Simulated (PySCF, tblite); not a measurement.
# C₅H₁₀B₂F₂: geometry, infrared bands and NMR shifts

Aim: predict the infrared bands and NMR shifts of C₅H₁₀B₂F₂ (`B[C@H](B(F)F)/C(C)=C\C`).

Programs: tblite 0.8.0 and PySCF 2.14.0, with density-fitted response routines of our own. Each step states its level of theory. These are calculated values for one molecule in the gas phase, unless marked as measured. Atoms are numbered from 0 throughout.

## 1. The starting structure

19 atoms, charge 0, multiplicity 1; geometry from: force field or distance geometry start.

Bonds of the start (Å): B0–C1 1.57, C1–B2 1.60, B2–F3 1.45, B2–F4 1.47, C1–C5 1.48, C5–C6 1.51, C5–C7 1.34, C7–C8 1.49, B0–H9 1.18, B0–H10 1.19, C1–H11 1.11, C6–H12 1.12, C6–H13 1.12, C6–H14 1.10, C7–H15 1.10, C8–H16 1.11, C8–H17 1.11, C8–H18 1.11.

## 2. Relaxing the molecule with GFN2-xTB

Job settings and geometry (Å):

```
{"job": {"kind": "relax", "xc": "GFN2-xTB", "basis": "xTB"}, "charge": 0, "multiplicity": 1}
B     -1.758000     0.083400    -1.237700
C     -0.659300    -0.537500    -0.309000
B     -1.377100    -1.363000     0.854000
F     -0.936200    -2.689700     1.222200
F     -2.769600    -0.980000     1.137200
C      0.249200     0.476600     0.269700
C     -0.250300     1.600400     1.142800
C      1.573800     0.469700     0.053000
C      2.234900    -0.571800    -0.788900
H     -2.096400    -0.544400    -2.180700
H     -2.549900     0.885300    -0.848300
H     -0.133200    -1.301000    -0.916300
H     -0.109000     1.365100     2.231500
H      0.378600     2.499400     0.894500
H     -1.301400     1.853200     0.946200
H      2.192300     1.248900     0.511600
H      2.345600    -1.494900    -0.184400
H      1.702700    -0.759800    -1.749800
H      3.253500    -0.230900    -1.055200
```

Run with:

```bash
OMP_NUM_THREADS=1 python probes_run.py task.json out
```

This one command runs all jobs of the session in turn.

**Question.** This job is followed by: GFN2-xTB harmonic vibrations, gas phase; GIAO PBE0/pcSseg-1 NMR shielding, non-relativistic, gas phase. What will the session give for the following? strongest single infrared mode (GFN2-xTB); zero-point energy (GFN2-xTB); 13C shifts against TMS (PBE0/pcSseg-1); 1H shifts against TMS (PBE0/pcSseg-1, means over atoms taken as alike); 11B shifts against BF3·OEt2 (PBE0/pcSseg-1); 19F shifts against CFCl3 (PBE0/pcSseg-1, means over atoms taken as alike).

The runs gave:

| quantity | value |
| --- | --- |
| strongest single infrared mode (GFN2-xTB) | 1272 cm⁻¹, 351 km/mol |
| zero-point energy (GFN2-xTB) | 90.1 kcal/mol |
| 13C shifts against TMS (PBE0/pcSseg-1) | 143.6, 122.3, 54.5, 25.6, 14.7 ppm |
| 1H shifts against TMS (PBE0/pcSseg-1, means over atoms taken as alike) | 7.93, 5.50, 3.97, 2.26, 1.60 ppm |
| 11B shifts against BF3·OEt2 (PBE0/pcSseg-1) | 89.5, 25.0 ppm |
| 19F shifts against CFCl3 (PBE0/pcSseg-1, means over atoms taken as alike) | -59.1 ppm |

What this shows: Over 138 steps the energy fell by 1.275 eV; of the close pairs, B2–F4 changed most, 1.472 to 1.318 Å. All 51 modes are real, so the xTB geometry is a minimum. The strongest single mode, at 1272 cm⁻¹, moves mainly B2. Unscaled tight-binding wavenumbers are off by several per cent, some by more. Its intensities can rank the bands wrongly. At PBE0/pcSseg-1: The largest span, 291 ppm, is at F3, F4, where the paramagnetic term is -238 ppm.
